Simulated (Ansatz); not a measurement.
# RbGdO2: the cost of one run

Program: Ansatz 0.2.0. Level of theory: DFT LDA+U (U_eff = 3 eV on Gd f), plane waves, PAW, no spin–orbit coupling unless a run says so. These are calculated values, not measurements.

## Step 1: The system as given

Symmetry: R-3m, No. 166, trigonal system. Conventional cell: a = 3.564 Å, b = 3.564 Å, c = 19.407 Å, α = 90.00°, β = 90.00°, γ = 120.00°. Rb (site symmetry -3m) has 6 O at 2.83 Å in its first shell of neighbours. Gd (site symmetry -3m) has 6 O at 2.43 Å in its first shell of neighbours. Around O (site symmetry 3m) lie 3 Gd at 2.43 Å and 3 Rb at 2.83 Å.

As a file:

```cif
data_structure
_symmetry_space_group_name_H-M 'P 1'
_symmetry_Int_Tables_number 1
_cell_length_a 13.1005
_cell_length_b 13.1005
_cell_length_c 13.5766
_cell_angle_alpha 15.218
_cell_angle_beta 15.218
_cell_angle_gamma 15.635
_cell_volume 142.30
loop_
_atom_site_label
_atom_site_type_symbol
_atom_site_fract_x
_atom_site_fract_y
_atom_site_fract_z
_atom_site_occupancy
Rb1 Rb 0.50000 0.50000 0.75000 1
Gd1 Gd 0.00000 0.00000 0.00000 1
O1 O 0.26670 0.26670 0.86665 1
O2 O 0.73330 0.73330 0.63335 1
Rb2 Rb 0.50000 0.50000 0.25000 1
Gd2 Gd 0.00000 0.00000 0.50000 1
O3 O 0.26670 0.26670 0.36665 1
O4 O 0.73330 0.73330 0.13335 1
```

Magnetic order typed: antiferromagnetic, doubled cell 1/2 1/2 1/2.

An earlier series on this cell reached its lowest free state from «random orbitals: single harmonics, first filling», perhaps among other starts.

## Step 2: From atoms, default search

Contents of input.yaml:

```yaml
crystal:
  lattice:
    - [1.78189545, -1.02877781, 12.93792088]
    - [-1.78189545, -1.02877781, 12.93792088]
    - [0.0, -4.11511126, 12.93792088]
  atoms:
    - { symbol: Rb, position: [0.5, 0.5, 0.75] }
    - { symbol: Gd, position: [0.0, 0.0, 0.0], spin: 7.0 }
    - { symbol: O, position: [0.2667, 0.2667, 0.86665] }
    - { symbol: O, position: [0.7333, 0.7333, 0.63335] }
    - { symbol: Rb, position: [0.5, 0.5, 0.25] }
    - { symbol: Gd, position: [0.0, 0.0, 0.5], spin: -7.0 }
    - { symbol: O, position: [0.2667, 0.2667, 0.36665] }
    - { symbol: O, position: [0.7333, 0.7333, 0.13335] }
basis:
  ecutwfc: 420
  ecutrho_ratio: 4
kpoints:
  mp_grid: { grid: [6, 6, 6] }
hamiltonian:
  xc: lda
  hubbard:
    sites: [{ site: 1, l: f, u_eff: 3.0 }, { site: 5, l: f, u_eff: 3.0 }]
scf:
  occupations: { method: gaussian, width: 0.05 }
output:
  forces: true
  stress: true
  eigenvalues: true
  populations: true
  hubbard: { sites: [{ site: 1, l: f }, { site: 5, l: f }] }
  write_density: true
  write_potential: true
  elf: true
  volumetric_format: npy
magnetization:
  spin_polarized: true
```

On the command line:

```bash
ansatz run input.yaml --threads 8 --pin off --max-ram 12288MiB --backend cpu --events-out ev --progress --plain --runs-dir out
```

**Question.** How long does this run take on 8 threads of Arm Neoverse V1, shared host, and how much memory does it need?

About 6.2 s, with a peak of 1 GiB.
